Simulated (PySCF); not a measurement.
# ClO3Os (Os(O)3(Cl)-): the cost of one run

Program: PySCF 2.14.0. Level of theory: BP86, Os def2-SVP with ECP60, O def2-SVP, Cl def2-SVP; scalar-relativistic core potentials, no spin–orbit coupling. These are calculated values, not measurements.

3 further runs of the same task are left out: 2 for a known fault of the program, 1 that didn't finish.

## 1. Where the work starts

5 atoms, charge -1, spin multiplicity 1.

Bond lengths: Os1–O2 1.749 Å, Os1–O3 1.742 Å, Os1–O4 1.749 Å, Os1–Cl5 2.479 Å. Angles: O2–Os1–O3 105.6°, O2–Os1–O4 136.1°, O2–Os1–Cl5 85.9°, O3–Os1–O4 105.6°, O3–Os1–Cl5 144.9°, O4–Os1–Cl5 85.9°.

As a file:

```
Os    0.0000    0.2364    0.0342
O     1.6221   -0.0230    0.6342
O     0.0000    1.8422   -0.6411
O    -1.6221   -0.0230    0.6342
Cl    0.0000   -2.1858   -0.4930
```

Formal oxidation states: Os +6. An earlier session relaxed this geometry at BP86, Os def2-SVP with ECP60, O def2-SVP, Cl def2-SVP (singlet, point group Cs).

Its energy there is -776.578953 Eh.

## 2. Multiplicity 3 at the relaxed geometry

The input, run.py (the lines that set the calculation):

```python
mol = gto.M(atom='''
Os     0.00000     0.23635     0.03421
O      1.62206    -0.02297     0.63418
O      0.00000     1.84224    -0.64105
O     -1.62206    -0.02297     0.63418
Cl     0.00000    -2.18579    -0.49302''',
    basis={'Os': 'def2-SVP', 'O': 'def2-SVP', 'Cl': 'def2-SVP'},
    ecp={'Os': 'def2-SVP'},
    charge=-1, spin=2)
mf = dft.UKS(mol, xc='B88,P86')
mf.grids.atom_grid = (50, 194)
mf = mf.density_fit()  # fitting sets: Os def2-universal-JKFIT, O def2-universal-JKFIT, Cl def2-universal-JKFIT
mf.conv_tol = 1e-08; mf.max_cycle = 55
mf.kernel(dm0)  # dm0: free metal ions and neutral atoms
```

Started as:

```sh
> OMP_NUM_THREADS=2 python run.py
```

**Question.** How long does this run take on 2 threads of Arm Neoverse V1, shared host?

About 3.7 s.
